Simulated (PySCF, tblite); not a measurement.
**C₇H₁₀NS+: geometry, infrared bands and NMR shifts**

What infrared bands and NMR shifts should C₇H₁₀NS+ (`CSc1cccc[n+]1C`) show?

Computed with tblite 0.8.0 and PySCF 2.14.0, with density-fitted response routines of our own, on a single molecule in the gas phase. Atoms are numbered from 0 throughout.

**1. The starting structure**

19 atoms, charge 1, multiplicity 1; geometry from: force field or distance geometry start.

Bonds of the start (Å): C0–S1 1.83, S1–C2 1.78, C2–C3 1.42, C3–C4 1.39, C4–C5 1.38, C5–C6 1.38, C6–N7 1.36, N7–C8 1.48, N7–C2 1.36, C0–H9 1.08, C0–H10 1.10, C0–H11 1.09, C3–H12 1.08, C4–H13 1.09, C5–H14 1.09, C6–H15 1.10, C8–H16 1.09, C8–H17 1.09, C8–H18 1.09.

**2. Optimising the geometry with GFN2-xTB**

What the job is given:

```
{"job": {"kind": "relax", "xc": "GFN2-xTB", "basis": "xTB"}, "charge": 1, "multiplicity": 1}
C      2.967000     0.126000     0.104100
S      1.788700    -0.741000    -0.989700
C      0.263100     0.001000    -0.467300
C      0.090400     1.401100    -0.593900
C     -1.102500     1.995200    -0.198900
C     -2.135800     1.207500     0.274200
C     -1.950100    -0.162200     0.360600
N     -0.778800    -0.742600    -0.001800
C     -0.663000    -2.219800     0.096500
H      3.947100    -0.315500    -0.004600
H      2.649400     0.030800     1.148700
H      3.017800     1.183700    -0.159900
H      0.884700     2.017900    -0.974900
H     -1.222200     3.074600    -0.298300
H     -3.077900     1.668400     0.578400
H     -2.748700    -0.808500     0.743000
H     -1.593900    -2.635800     0.495200
H      0.149000    -2.456200     0.781300
H     -0.494300    -2.615300    -0.900000
```

The run is started by

```bash
$ OMP_NUM_THREADS=1 python probes_run.py task.json out
```

One launch serves the whole session: the jobs run in the order shown.

**Question.** This job is followed by: GFN2-xTB harmonic vibrations, gas phase; GIAO PBE0/pcSseg-1 NMR shielding, non-relativistic, gas phase. Predict these results of the whole session: strongest single infrared mode (GFN2-xTB); zero-point energy (GFN2-xTB); ¹³C shifts against TMS (PBE0/pcSseg-1); ¹H shifts against TMS (PBE0/pcSseg-1, means over atoms taken as alike); ³³S shifts against CS2 (PBE0/pcSseg-1); ¹⁵N shifts against NH3 (PBE0/pcSseg-1).

As calculated:

| quantity | value |
| --- | --- |
| strongest single infrared mode (GFN2-xTB) | 1406 cm⁻¹, 102 km/mol |
| zero-point energy (GFN2-xTB) | 96.2 kcal/mol |
| ¹³C shifts against TMS (PBE0/pcSseg-1) | 171.5, 152.1, 150.7, 129.9, 129.5, 45.4, 20.3 ppm |
| ¹H shifts against TMS (PBE0/pcSseg-1, means over atoms taken as alike) | 8.69, 8.44, 7.95, 7.77, 4.26, 3.09 ppm |
| ³³S shifts against CS2 (PBE0/pcSseg-1) | 77 ppm |
| ¹⁵N shifts against NH3 (PBE0/pcSseg-1) | 214.2 ppm |

What this shows: Over 100 steps the energy fell by 0.413 eV; of the close pairs, N7–C8 changed most, 1.485 to 1.443 Å. All 51 modes are real, so the xTB geometry is a minimum. The strongest single mode, at 1406 cm⁻¹, has its largest shares on C3, H17 and H18 (the list is cut at 3 atoms). Unscaled tight-binding wavenumbers are off by several per cent, some by more. Its intensities can rank the bands wrongly. NICS(1)zz of -22 ppm above the planar ring from C2 marks a diatropic (aromatic) ring current. By nearest atom (PBE0/pcSseg-1), the HOMO sits on S1 51 %; C3, C5 about 10 % each and the LUMO on C4 24 %; N7 18 %.
